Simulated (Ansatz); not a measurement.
# Ta: the cost of one run

Computed with Ansatz 0.2.0 (DFT r2SCAN, scalar-relativistic, plane waves, PAW, unless a step's input says otherwise).

### 1 The starting structure

It takes space group P6_3/mmc (No. 194, hexagonal). Conventional cell: a = 2.900 Å, b = 2.900 Å, c = 5.166 Å, α = 90.00°, β = 90.00°, γ = 120.00°. Ta (site symmetry -6m2) has 12 Ta at 2.90 to 3.08 Å as nearest neighbours.

Structure file:

```cif
data_structure
_symmetry_space_group_name_H-M 'P6_3/mmc'
_symmetry_Int_Tables_number 194
_cell_length_a 2.9004
_cell_length_b 2.9004
_cell_length_c 5.1663
_cell_angle_alpha 90.000
_cell_angle_beta 90.000
_cell_angle_gamma 120.000
_cell_volume 37.64
loop_
_atom_site_label
_atom_site_type_symbol
_atom_site_symmetry_multiplicity
_atom_site_Wyckoff_symbol
_atom_site_fract_x
_atom_site_fract_y
_atom_site_fract_z
_atom_site_occupancy
Ta1 Ta 2 c 0.66667 0.33333 0.75000 1
```

It goes back to an entry of the Materials Project, which need not be the stable form.

No relaxation comes first: the listed cell is the starting point.

### 2 The reference cell

Reference values: F = -19888.0340 eV; pressure -3.34 GPa; largest force 0.000 eV/Å; gap on the mesh none (metal). It was computed beforehand with the settings of the runs below.

### 3 Setting up an energy map of one atom

Atom 1 (Ta) is moved by p along (0.000, 1.000, 0.000) and q along (0.000, 0.000, 1.000) (Å), all else fixed; its images in the other cells move with it. Points alike by symmetry are run once.

### 4 At p = -0.450, q = -0.450

input.yaml

```yaml
crystal:
  lattice:
    - [2.9003720726, 0.0, 0.0]
    - [-1.4501860363, 2.5117958953, 0.0]
    - [0.0, 0.0, 5.166274]
  atoms:
    - { symbol: Ta, position: [0.5770893246, 0.1541786493, 0.6628966059] }
    - { symbol: Ta, position: [0.3333333333, 0.6666666667, 0.25] }
basis:
  ecutwfc: 500
kpoints:
  mp_grid: { grid: [18, 18, 10] }
hamiltonian:
  xc: r2scan
scf:
  occupations: { method: gaussian, width: 0.15 }
output:
  forces: true
  stress: true
  eigenvalues: true
```

Launch:

```bash
> ansatz run input.yaml --threads 1 --pin off --max-ram 2560MiB --backend cpu --events-out ev --progress --plain --runs-dir out
```

Q: Estimate wall time and peak memory on 1 thread of Arm Neoverse V2, shared host.

About 69 s, with a peak of 0.86 GiB.
